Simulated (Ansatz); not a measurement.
# CaGa3O4: the cost of one run

Program: Ansatz 0.2.0. Level of theory: DFT PBE, scalar-relativistic, plane waves, PAW. These are calculated values, not measurements.

2 further runs of the same task are left out: 2 set aside as unsound or not needed.

**1. The starting structure**

Symmetry: P-43m, No. 215, cubic system. The conventional cell has a = 5.036 Å, b = 5.036 Å, c = 5.036 Å, α = 90.00°, β = 90.00°, γ = 90.00°. Around Ca (site symmetry -43m) lie 4 O at 2.05 Å. Ga (site symmetry -42m) is surrounded by 4 O at 2.14 Å. O (site symmetry 3m) is surrounded by 1 Ca at 2.05 Å and 3 Ga at 2.14 Å.

Coordinates:

```
CELL_PARAMETERS angstrom
5.03598 0.00000 0.00000
0.00000 5.03598 0.00000
0.00000 0.00000 5.03598
ATOMIC_POSITIONS crystal
Ca 0.00000 0.00000 0.00000
Ga 0.50000 0.00000 0.00000
Ga 0.00000 0.50000 0.00000
Ga 0.00000 0.00000 0.50000
O 0.23500 0.23500 0.23500
O 0.23500 0.76500 0.76500
O 0.76500 0.76500 0.23500
O 0.76500 0.23500 0.76500
```

This is candidate A: VCu3S4 type (P-43m, No. 215).

(A quick probe on a coarse mesh, which set the mesh and smearing, is not shown.)

**3. A loose first relaxation (candidate A)**

Input file input.yaml:

```yaml
crystal:
  lattice:
    - [5.0359841046, 0.0, 0.0]
    - [0.0, 5.0359841046, 0.0]
    - [0.0, 0.0, 5.0359841046]
  atoms:
    - { symbol: Ca, position: [0.0, 0.0, 0.0] }
    - { symbol: Ga, position: [0.5, 0.0, 0.0] }
    - { symbol: Ga, position: [0.0, 0.5, 0.0] }
    - { symbol: Ga, position: [0.0, 0.0, 0.5] }
    - { symbol: O, position: [0.235, 0.235, 0.235] }
    - { symbol: O, position: [0.235, 0.765, 0.765] }
    - { symbol: O, position: [0.765, 0.765, 0.235] }
    - { symbol: O, position: [0.765, 0.235, 0.765] }
basis:
  ecutwfc: 420
kpoints:
  mp_grid: { grid: [4, 4, 4] }
hamiltonian:
  xc: pbe
scf:
  occupations: { method: gaussian, width: 0.1 }
  lower_state_search: "off"
output:
  forces: true
  stress: true
  eigenvalues: true
relax:
  adjacent_minimum: "off"
  f_tol: 0.04
  max_steps: 70
  cell: { stress_tol: 0.4 }
```

The run is started by

```sh
> ansatz run input.yaml --threads 1 --pin off --max-ram 2560MiB --backend cpu --events-out ev --progress --plain --runs-dir out
```

**Question.** How long does this run take on 1 thread of Arm Neoverse V1, shared host, and how much memory does it need?

About 66 s, with a peak of 0.39 GiB.
